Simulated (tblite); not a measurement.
# C2H10B2SSi: the cost of one run

Computed with tblite 0.8.0 and PySCF 2.14.0, with density-fitted response routines of our own, on a single molecule in the gas phase. Atoms are numbered from 0 throughout.

### 1 The molecule as given

16 atoms, charge 0, multiplicity 1; geometry from: force field or distance geometry start.

Bonds of the start (Å): B0–C1 1.61, C1–B2 1.58, B2–C3 1.56, C3–S4 1.83, S4–Si5 2.17, B0–H6 1.18, B0–H7 1.20, C1–H8 1.11, C1–H9 1.12, B2–H10 1.20, C3–H11 1.12, C3–H12 1.11, Si5–H13 1.45, Si5–H14 1.48, Si5–H15 1.47.

### 2 Geometry optimisation with GFN2-xTB

The job: settings as JSON, then the geometry in Å.

```
{"job": {"kind": "relax", "xc": "GFN2-xTB", "basis": "xTB"}, "charge": 0, "multiplicity": 1}
B      2.659900    -0.405700     0.618700
C      1.791700     0.675600    -0.208100
B      0.308100     0.159500    -0.408300
C     -0.179500    -1.027700     0.484800
S     -1.488100    -0.360400     1.579500
Si    -3.017900     0.324800     0.201100
H      3.670700    -0.726200     0.090700
H      2.747800    -0.158400     1.787700
H      2.227700     0.791800    -1.223300
H      1.804600     1.634000     0.376600
H     -0.485000     1.028700    -0.659500
H     -0.680800    -1.846000    -0.092700
H      0.624500    -1.513300     1.072600
H     -4.281700     0.442400     0.906600
H     -2.544500     1.610100    -0.357400
H     -3.165000    -0.620100    -0.912700
```

Started as:

```
> OMP_NUM_THREADS=1 python probes_run.py task.json out
```

The driver reads the jobs from task.json and runs them one after another.

**Question.** How long does this first job take on 1 thread of Arm Neoverse N1, shared host, and how much memory does it need?

About 3 s, with a peak of 0.18 GiB.
